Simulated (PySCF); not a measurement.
# RuS₂⁺: relaxation and vibrations of the doublet

Aim: relax RuS₂⁺ as a doublet from a hand-made bent geometry, check by its vibrations whether the end is a minimum, and collect its spectrum and constants.

Computed with PySCF 2.14.0. Level: PBE0, basis Ru def2-SVP with ECP28, S def2-SVP, scalar-relativistic core potentials, no spin–orbit coupling, density fitting.

## 1. Where the work starts

3 atoms, charge 1, spin multiplicity 2.

Bond lengths: Ru1–S2 2.038 Å, Ru1–S3 2.038 Å. Angles: S2–Ru1–S3 110.0°.

```xyz
3
charge 1 multiplicity 2
Ru    0.0000    0.0000    0.0000
S     1.6698    0.0000    1.1692
S    -1.6698    0.0000    1.1692
```

## 2. Finding the electronic state

The steps below are one call of a driver around PySCF. For each, scf.py gives the equivalent set-up of the SCF; relaxations use the driver's own optimiser. After this first run the driver tries any further starts and a stability analysis.

scf.py reads:

```python
from pyscf import gto, scf, dft
mol = gto.M(atom='''
Ru     0.000000     0.000000     0.000000
S      1.669800     0.000000     1.169200
S     -1.669800     0.000000     1.169200''',
    basis={'Ru': 'def2-SVP', 'S': 'def2-SVP'},
    ecp={'Ru': 'def2-SVP'},
    charge=1, spin=1)
mf = dft.UKS(mol, xc='PBE0')
mf.grids.atom_grid = (50, 194)
aux = {'Ru': 'def2-universal-JKFIT', 'S': 'def2-universal-JKFIT'}
mf = mf.density_fit(auxbasis=aux)
mf.conv_tol = 1e-08
mf.diis_space = 10
mf.max_cycle = 60
mf.init_guess = 'minao'
mf.verbose = 4
mf.kernel()
```

Run with:

```sh
$ OMP_NUM_THREADS=2 python axn.py task.json out
```

After this run come: Relaxing the doublet from the bent start; Is it a minimum? Harmonic modes.

Q: Predict the outcome of this session. Wanted: minimum; geometry; wavenumbers; dipole moment; highest occupied, lowest empty level; polar-tensor charge of Ru1; zero-point energy; ⟨S²⟩.

The runs gave:

```
                                          quantity                             value
                                           minimum                      doublet, C2v
                                          geometry  Ru–S 2.022 Å (×2); S–Ru–S 112.2°
                                wavenumbers (cm⁻¹)      192 (a1), 567 (b2), 572 (a1)
                    dipole moment (centre of mass)                            1.19 D
highest occupied, lowest empty level (either spin)                 -13.44, -10.61 eV
                        polar-tensor charge of Ru1                           +1.07 e
                                 zero-point energy                        8.0 kJ/mol
                               entropy at 298.15 K                   295.1 J/(mol K)
                                              ⟨S²⟩                             1.050
```

The bent start keeps its C2v symmetry and ends in a minimum. The determinant is spin-contaminated (⟨S²⟩ = 1.05 against 0.75), so it is no pure spin state. The strongest infrared band lies at 567 cm⁻¹ (b2, stretch). Most of the spin sits on Ru1 (Mulliken spin 0.93, against 1 for the whole molecule). Other starts or spin states, not run here, may lie lower. Open d and f shells are described by one determinant, and the ground state may have another occupation or spin.
